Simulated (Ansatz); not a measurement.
# HfO+ (doublet): the correlation ladder, def2-TZVPP

An exercise on one series of results from a longer session: the logs are not shown, and one member is left open.

The runs use Ansatz 0.2.0, Gaussian basis; def2-TZVPP, core rule «outside noble gas», up to 5 orbitals frozen.

Plan: UHF; ROHF; CCSD(T) on UHF.

2 further runs of the same task are left out: 2 set aside as unsound or not needed.

**What is computed**

The geometry is a PBE0/def2-TZVP stationary point (not a proven minimum) of the parent state, kept for this charge and spin. No spin-orbit coupling is included. Elements past krypton take def2 core potentials.

2 atoms, charge 1, spin multiplicity 2.

Atoms are counted from 1 here; the program's logs count them from 0.

Bond lengths: Hf1–O2 1.721 Å.

Set-up of the first run:

in.yaml

```yaml
crystal:
  periodic: [false, false, false]
  atoms:
    - {symbol: Hf, position_ang: [0.000000, 0.000000, 0.000000]}
    - {symbol: O, position_ang: [0.000000, 0.000000, 1.721133]}
basis:
  gaussian: {orbitals: def2-TZVPP}
total_charge: 1
magnetization: {spin_polarized: true, initial_magnetization: 1}
hamiltonian: {xc: hf}
output: {orbitals: {seedname: orbitals}}
```

On the command line:

```bash
> ansatz run in.yaml --threads 1 --pin off --events-out ev --progress --plain --max-ram 2560MiB --backend cpu
```

Among the steps run: UHF; ROHF; CCSD(T) on UHF.

One of the session's tables, all rows but one given; the rest of the session is left out.

It belongs to the step «Misses and costs». 

```
  method  from UCCSD(T) (meV)
    ROHF                    ?
     UHF              +8997.2
    UMP2                -68.1
   UCCSD               +578.7
UCCSD(T)                    0
```

Estimate the missing values for ROHF.

As computed: from UCCSD(T) (meV): +9024.6. In the column «from UCCSD(T) (meV)» it is the highest.
